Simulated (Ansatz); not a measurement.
# ZnO2: the cost of one run

Computed with Ansatz 0.2.0 (DFT PBEsol, scalar-relativistic, plane waves, PAW, unless a step's input says otherwise).

1 further run of the same task is left out (set aside as unsound or not needed).

## (1) The structure to begin with

The structure is cubic, space group Pa-3 (No. 205). Conventional cell: a = 6.239 Å, b = 6.239 Å, c = 6.239 Å, α = 90.00°, β = 90.00°, γ = 90.00°. Around Zn (site symmetry -3) lie 6 Se at 2.62 Å. Se (site symmetry 3) has 1 Se at 2.38 Å and 3 Zn at 2.62 Å as nearest neighbours.

Structure file:

```
Zn Se
1.0
     6.23922    0.00000    0.00000
     0.00000    6.23922    0.00000
     0.00000    0.00000    6.23922
Zn Se
4 8
Direct
  0.50000 0.50000 0.00000
  0.50000 0.00000 0.50000
  0.00000 0.50000 0.50000
  0.00000 0.00000 0.00000
  0.10996 0.89004 0.39004
  0.89004 0.39004 0.10996
  0.39004 0.10996 0.89004
  0.60996 0.60996 0.60996
  0.89004 0.10996 0.60996
  0.10996 0.60996 0.89004
  0.60996 0.89004 0.10996
  0.39004 0.39004 0.39004
```

It goes back to an entry of the Materials Project, which need not be the stable form.

It is the result of an earlier relaxation at this level (volume 20.24 Å³/atom; gap on the mesh: 0.72 eV).

## (2) Swap Se → O

ZnO2 starts from the relaxed positions of ZnSe2, with all lengths scaled by 0.797, a guess from tabulated radii.

## (3) Quick check of gap, pressure and forces (ZnO2)

input.yaml

```yaml
crystal:
  lattice:
    - [4.9716640499, 0.0, 0.0]
    - [0.0, 4.9716640499, 0.0]
    - [0.0, 0.0, 4.9716640499]
  atoms:
    - { symbol: Zn, position: [0.5, 0.5, 0.0] }
    - { symbol: Zn, position: [0.5, 0.0, 0.5] }
    - { symbol: Zn, position: [0.0, 0.5, 0.5] }
    - { symbol: Zn, position: [0.0, 0.0, 0.0] }
    - { symbol: O, position: [0.1099629532, 0.8900370468, 0.3900370468] }
    - { symbol: O, position: [0.8900370468, 0.3900370468, 0.1099629532] }
    - { symbol: O, position: [0.3900370468, 0.1099629532, 0.8900370468] }
    - { symbol: O, position: [0.6099629532, 0.6099629532, 0.6099629532] }
    - { symbol: O, position: [0.8900370468, 0.1099629532, 0.6099629532] }
    - { symbol: O, position: [0.1099629532, 0.6099629532, 0.8900370468] }
    - { symbol: O, position: [0.6099629532, 0.8900370468, 0.1099629532] }
    - { symbol: O, position: [0.3900370468, 0.3900370468, 0.3900370468] }
basis:
  ecutwfc: 420
kpoints:
  mp_grid: { grid: [4, 4, 4] }
hamiltonian:
  xc: pbesol
scf:
  occupations: { method: gaussian, width: 0.1 }
output:
  forces: true
  stress: true
  eigenvalues: true
```

Run with:

```console
$ ansatz run input.yaml --threads 2 --pin off --max-ram 5120MiB --backend cpu --events-out ev --progress --plain --runs-dir out
```

**Question.** How long does this run take on 2 threads of Arm Neoverse V2, shared host, and how much memory does it need?

About 2.5 s, with a peak of 0.43 GiB.
